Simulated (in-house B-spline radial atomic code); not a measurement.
# Sn⁺: excited configurations

Aim: the energies of several excited configurations of Sn⁺ above a reference configuration, each from its own self-consistent run.

Method: Dirac-Hartree-Fock, average of configuration, Fermi nucleus, basis-set limit. Code: in-house B-spline radial atomic code version 1.

## Step 1: The atom as given

```
element       : tin (Z = 50)
charge        : +1
electrons     : 49
configuration : [Kr] 4d10 5s2 5p1
Hamiltonian   : Dirac-Coulomb
nucleus       : Fermi, rms radius 4.652 fm
```

Outer shells as boxes (Hund's rule):

[Kr] 4d10 5s2 5p1
```
[Kr] core
4d [↑↓][↑↓][↑↓][↑↓][↑↓]
5s [↑↓]
5p [↑ ][  ][  ]
```

The boxes only draw the lowest term's filling; these runs average over all states of the configuration.

Input settings:

```ini
Z = 50
electrons = 49.0
configuration = [Kr] 4d10 5s2 5p1
hamiltonian = dirac
method = hf
spin_polarised = False
nucleus = fermi
rms_radius = 4.6519
mass_number = 120
atomic_mass = 119.902202557
speed_of_light = 137.035999084
```

From the earlier run of the reference: total energy -6175.896214 hartree. Levels, eight at most:

```tsv
orbital	occupation	energy (eV)	<r> (bohr)
4s1/2	2	-168.19	0.8220
4p1/2	2	-123.61	0.8713
4p3/2	4	-115.71	0.8987
4d3/2	4	-44.296	1.079
4d5/2	6	-43.157	1.093
5s1/2	2	-20.865	2.378
5p1/2	0.333333	-14.180	2.883
5p3/2	0.666667	-13.658	2.974
```

## Step 2: Run with [Ar] 3d9 4s2 4p6 4d10 5s2 5p1 6d1

Input settings:

```ini
Z = 50
electrons = 49.0
configuration = [Ar] 3d9 4s2 4p6 4d10 5s2 5p1 6d1
hamiltonian = dirac
method = hf
spin_polarised = False
nucleus = fermi
rms_radius = 4.6519
mass_number = 120
atomic_mass = 119.902202557
speed_of_light = 137.035999084
```

## Step 3: [Ar] 3d10 4s2 4p5 4d10 5s2 5p1 8p1

Settings: those of step 2 with these lines changed.

```diff
@@ -2,3 +2,3 @@
 electrons = 49.0
-configuration = [Ar] 3d9 4s2 4p6 4d10 5s2 5p1 6d1
+configuration = [Ar] 3d10 4s2 4p5 4d10 5s2 5p1 8p1
 hamiltonian = dirac
```

## Step 4: Run with [Kr] 4d9 5s2 5p1 7f1

Settings: those of step 3 with these lines changed.

```diff
@@ -2,3 +2,3 @@
 electrons = 49.0
-configuration = [Ar] 3d10 4s2 4p5 4d10 5s2 5p1 8p1
+configuration = [Kr] 4d9 5s2 5p1 7f1
 hamiltonian = dirac
```

## Step 5: Run with [Kr] 4d9 5s2 5p1 7s1

Settings: those of step 4 with these lines changed.

```diff
@@ -2,3 +2,3 @@
 electrons = 49.0
-configuration = [Kr] 4d9 5s2 5p1 7f1
+configuration = [Kr] 4d9 5s2 5p1 7s1
 hamiltonian = dirac
```

## Step 6: Run with [Kr] 4d10 5s2 7d1

Settings: those of step 5 with these lines changed.

```diff
@@ -2,3 +2,3 @@
 electrons = 49.0
-configuration = [Kr] 4d9 5s2 5p1 7s1
+configuration = [Kr] 4d10 5s2 7d1
 hamiltonian = dirac
```

## Step 7: [Kr] 4d9 5s2 5p1 6f1

Settings: those of step 6 with these lines changed.

```diff
@@ -2,3 +2,3 @@
 electrons = 49.0
-configuration = [Kr] 4d10 5s2 7d1
+configuration = [Kr] 4d9 5s2 5p1 6f1
 hamiltonian = dirac
```

Q: How far above the reference does each configuration lie (order and size, in eV)?

The runs gave:

| net move | configuration | energy above the reference (eV) | with Breit, QED, recoil (eV) | largest <r> (bohr) |
| --- | --- | --- | --- | --- |
| 5p → 7d | [Kr] 4d10 5s2 7d1 | 11.505 | 11.499 | 17.6 |
| 4d → 7s | [Kr] 4d9 5s2 5p1 7s1 | 36.468 | 36.499 | 10.6 |
| 4d → 6f | [Kr] 4d9 5s2 5p1 6f1 | 38.847 | 38.877 | 23.3 |
| 4d → 7f | [Kr] 4d9 5s2 5p1 7f1 | 39.257 | 39.287 | 32.9 |
| 4p → 8p | [Ar] 3d10 4s2 4p5 4d10 5s2 5p1 8p1 | 112.03 | 111.90 | 19.3 |
| 3d → 6d | [Ar] 3d9 4s2 4p6 4d10 5s2 5p1 6d1 | 502.18 | 501.98 | 10.3 |

Quantum defects of the promoted electron, δ = n − ζ/√(−2ε) with ζ = 2 and ε its orbital energy in hartree:

| promotion | δ |
| --- | --- |
| 5p → 7d | 1.964 |
| 4d → 7s | 3.275 |
| 4d → 6f | 0.058 |
| 4d → 7f | 0.064 |
| 4p → 8p | 2.938 |
| 3d → 6d | 2.059 |

What this shows: At the bottom stands 5p → 7d (11.505 eV), at the top 3d → 6d (502.18 eV). 5 of them lie above the ionisation threshold that Koopmans' theorem gives (13.658 eV), where such states can decay by emitting an electron. The defect is largest for 7s (3.27) and least for 6f (0.06): low angular momentum penetrates the core, high angular momentum stays outside it. Two partly filled shells share a symmetry and can mix in the average, which may lower the energy, for: 4p → 8p; 3d → 6d. These are averages over configurations, without correlation, not spectroscopic levels.
